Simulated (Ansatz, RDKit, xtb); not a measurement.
**Isomers of C3H10OSSi, a sample narrowed down**

Which of a sample of isomers of C3H10OSSi is the most stable in the gas at 298.15 K, and what are its properties? The sample is small against all isomers, and the most stable one of this formula need not be in it.

Plan: many cheap relaxations first (GFN2-xTB), then density-functional screening, relaxation at B3LYP/def2-SVP, vibrations (at GFN2-xTB) and a final energy. The numbers are computed, not measured.

## (1) Candidates

Isomers were taken from a list of plausible structures; this is a sample, not all of them. That gives 5 candidates.

```
label              SMILES     spin
 c174      COC[Si@@H](C)S  singlet
 c712         COC[SiH2]CS  singlet
 c753      CO[Si@@H](C)CS  singlet
 c761  CO[C@@H](S)[SiH2]C  singlet
 c976       CO[Si](C)(C)S  singlet
```

Candidates are built by distance geometry, with a force field where one applies, in up to four conformers (letters a to d).

**Question.** With final energies at CCSD(T)/def2-SVP + MP2/def2-TZVPP - MP2/def2-SVP, which structure will this search put lowest in free energy, and by what margin?

| quantity | value |
| --- | --- |
| lowest structure found | CO[Si](C)(C)S, singlet |
| next finalist | CO[Si@@H](C)CS, singlet, 30.9 kcal/mol higher in G |
| share at equilibrium, among the finalists | 100.0 % |

`CO[Si](C)(C)S` comes out lowest. The margin of 30.9 kcal/mol over the next finalist is beyond the usual error of the last level; it says nothing of structures that weren't ranked. GFN2-xTB, HF/STO-3G, r2SCAN-D4/def2-SVP, B3LYP/def2-SVP, HF/def2-SVP and MP2/def2-SVP already put its bonding pattern lowest among the structures in one piece. 6 minima inside the window were never screened. Lowest found is not proven lowest: the search is finite, and each finalist counts with one conformer. Only 5 drawn patterns were tried, so whole families of isomers are missing, and the result ranks this sample alone. The lowest isomer need not be the one that is made and kept in a bottle, which depends on barriers.
